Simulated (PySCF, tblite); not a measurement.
# C5H11GaSi: geometry, infrared bands and NMR shifts

Aim: predict the infrared bands and NMR shifts of C5H11GaSi (`[CH3][Ga]([CH3])[C]#CC[SiH3]`).

Programs: tblite 0.8.0 and PySCF 2.14.0, with density-fitted response routines of our own. Each step states its level of theory. These are calculated values for one molecule in the gas phase, unless marked as measured. Atoms count from 0, in the outputs and in this text.

## (1) The molecule as given

18 atoms, charge 0, multiplicity 1; geometry from: force field or distance geometry start.

Bonds of the start (Å): C0–Ga1 2.07, Ga1–C2 1.88, Ga1–C3 2.19, C3–C4 1.21, C4–C5 1.46, C5–Si6 1.87, C0–H7 1.11, C0–H8 1.10, C0–H9 1.10, C2–H10 1.12, C2–H11 1.12, C2–H12 1.11, C5–H13 1.11, C5–H14 1.11, Si6–H15 1.45, Si6–H16 1.49, Si6–H17 1.49.

## (2) Relaxing the molecule with GFN2-xTB

Job settings and geometry (Å):

```
{"job": {"kind": "relax", "xc": "GFN2-xTB", "basis": "xTB"}, "charge": 0, "multiplicity": 1}
C     -3.006100    -1.601900     0.326100
Ga    -1.894100     0.065100    -0.211100
C     -2.796200     1.703200    -0.435500
C      0.215000    -0.098900     0.350800
C      1.373400    -0.210100     0.694800
C      2.763600    -0.338500     1.104900
Si     3.844600     0.146600    -0.347100
H     -3.966800    -1.059800     0.434700
H     -2.951300    -2.281100    -0.534300
H     -2.659100    -2.019000     1.285600
H     -3.289100     2.041100     0.512500
H     -3.615600     1.386100    -1.125300
H     -2.290400     2.562300    -0.926300
H      2.928400    -1.380100     1.435200
H      2.914700     0.347200     1.967100
H      3.502800     1.456200    -0.875200
H      5.237500     0.137900     0.192000
H      3.679900    -0.850100    -1.442100
```

The run is started by

```sh
$ OMP_NUM_THREADS=1 python probes_run.py task.json out
```

This one command runs all jobs of the session in turn.

**Question.** This job is followed by: GFN2-xTB harmonic vibrations, gas phase; GIAO PBE0/pcSseg-1 NMR shielding, non-relativistic, gas phase. Predict these results of the whole session: strongest single infrared mode (GFN2-xTB); zero-point energy (GFN2-xTB); 13C shifts against TMS (PBE0/pcSseg-1, means over atoms taken as alike); 1H shifts against TMS (PBE0/pcSseg-1, means over atoms taken as alike); 29Si shifts against TMS (PBE0/pcSseg-1); shieldings of Ga (PBE0/pcSseg-1).

As calculated:

```
                                                               quantity                      value
                              strongest single infrared mode (GFN2-xTB)       786 cm⁻¹, 445 km/mol
                                           zero-point energy (GFN2-xTB)              79.8 kcal/mol
13C shifts against TMS (PBE0/pcSseg-1, means over atoms taken as alike)  118.1, 99.7, 3.0, 2.1 ppm
 1H shifts against TMS (PBE0/pcSseg-1, means over atoms taken as alike)       3.99, 1.98, 0.49 ppm
                                29Si shifts against TMS (PBE0/pcSseg-1)                  -68.1 ppm
                                       shieldings of Ga (PBE0/pcSseg-1)             Ga1 1182.3 ppm
```

Over 96 steps the energy fell by 0.768 eV; of the close pairs, Ga1–C3 changed most, 2.189 to 1.964 Å. The lowest mode is slightly imaginary (16i cm⁻¹), a soft motion within the noise of the Hessian, so the minimum is not strictly shown. GFN2-xTB is a fitted tight-binding method: band positions and strengths are rough. Its intensities can rank the bands wrongly. At PBE0/pcSseg-1: The largest span, 414 ppm, is at Ga1, where the paramagnetic term is -1459 ppm. Spin-orbit coupling is left out, which matters for shieldings and couplings at and beside the heavy atoms.
